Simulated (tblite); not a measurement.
# C2H10Cl2OSi3: the cost of one run

Computed with tblite 0.8.0 and PySCF 2.14.0, with density-fitted response routines of our own, on a single molecule in the gas phase. Atoms are numbered from 0 throughout.

**1. The starting structure**

18 atoms, charge 0, multiplicity 1; geometry from: force field or distance geometry start.

Bonds of the start (Å): C0–O1 1.41, O1–Si2 1.72, Si2–Si3 2.24, Si3–Cl4 2.10, Si2–Si5 2.24, Si5–C6 1.85, C6–Cl7 1.77, C0–H8 1.12, C0–H9 1.10, C0–H10 1.11, Si2–H11 1.48, Si3–H12 1.44, Si3–H13 1.46, Si5–H14 1.46, Si5–H15 1.44, C6–H16 1.10, C6–H17 1.11.

**2. Geometry optimisation with GFN2-xTB**

Job settings and geometry (Å):

```
{"job": {"kind": "relax", "xc": "GFN2-xTB", "basis": "xTB"}, "charge": 0, "multiplicity": 1}
C      2.289300    -1.767200    -0.301700
O      1.975900    -0.533200    -0.909700
Si     0.645100     0.199600    -0.109500
Si     0.659900     2.359800    -0.693100
Cl     2.618400     3.100300    -0.552500
Si    -1.294700    -0.804300    -0.616700
C     -2.654800     0.161700     0.187300
Cl    -4.213600    -0.158600    -0.580700
H      1.384100    -2.205600     0.181600
H      2.659000    -2.465700    -1.060700
H      3.085700    -1.665700     0.458000
H      0.757800     0.119300     1.361400
H      0.218100     2.490400    -2.060900
H     -0.261700     3.124300     0.146100
H     -1.257100    -2.139300    -0.038500
H     -1.465800    -0.924800    -2.043700
H     -2.415100     1.230300     0.096600
H     -2.739300    -0.114800     1.260300
```

Started as:

```sh
$ OMP_NUM_THREADS=1 python probes_run.py task.json out
```

One launch serves the whole session: the jobs run in the order shown.

**Question.** How long does this first job take on 1 thread of Arm Neoverse N1, shared host?

About 6.7 s.
